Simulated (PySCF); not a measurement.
# C4H13AlSi (AlEt2(SiH3)): the cost of one run

The runs use PySCF 2.14.0, with density-fitted response routines of our own; the level of theory stands in each step. All values are computed, except where a source is named. Atoms count from 0, in the outputs and in this text.

## 1. Starting geometry

19 atoms, charge 0, multiplicity 1; geometry from: GFN2-xTB. The atoms were then displaced at random by about 0.03 Å, so the start is not that level's minimum.

Bonds of the start (Å): Al0–C1 1.94, Al0–C8 2.13, Al0–Si15 2.36, C1–C2 1.51, C1–H3 1.17, C1–H4 1.13, C2–H5 1.14, C2–H6 1.09, C2–H7 1.04, C8–C9 1.56, C8–H10 1.06, C8–H11 1.06, C9–H12 1.16, C9–H13 1.07, C9–H14 1.12, Si15–H16 1.51, Si15–H17 1.51, Si15–H18 1.50.

## 2. Geometry optimisation at PBE0-D3(BJ)/def2-SVP

What the job is given:

```
{"job": {"xc": "PBE0", "basis": "def2-SVP", "d3": "d3bj", "grid": 1, "maxiter": 40, "shake": 0.03, "kind": "geom"}, "charge": 0, "multiplicity": 1}
Al    -0.075350    -0.269710     0.029140
C      1.858120    -0.165830    -0.007450
C      2.401990    -0.560330     1.341610
H      2.369640     0.849070    -0.277420
H      2.286270    -0.857430    -0.787580
H      3.540980    -0.565050     1.337260
H      2.185850     0.148650     2.139110
H      2.153210    -1.524290     1.649980
C     -1.123970     1.578950     0.075230
C     -1.584710     1.965040    -1.367190
H     -0.528410     2.372470     0.451620
H     -1.995450     1.533810     0.681380
H     -2.214690     2.942870    -1.412240
H     -0.768200     2.102190    -2.037300
H     -2.234870     1.174330    -1.828970
Si    -1.344100    -2.256770     0.044380
H     -0.677800    -3.349750    -0.747120
H     -2.722900    -2.196880    -0.557800
H     -1.588350    -2.927880     1.357960
```

Started as:

```sh
$ OMP_NUM_THREADS=1 python probes_run.py task.json out
```

One launch serves the whole session: the jobs run in the order shown.

**Question.** How long does this first job take on 1 thread of Intel Xeon at 2.70GHz, shared host, and how much memory does it need?

About 8.4 min, with a peak of 0.62 GiB.
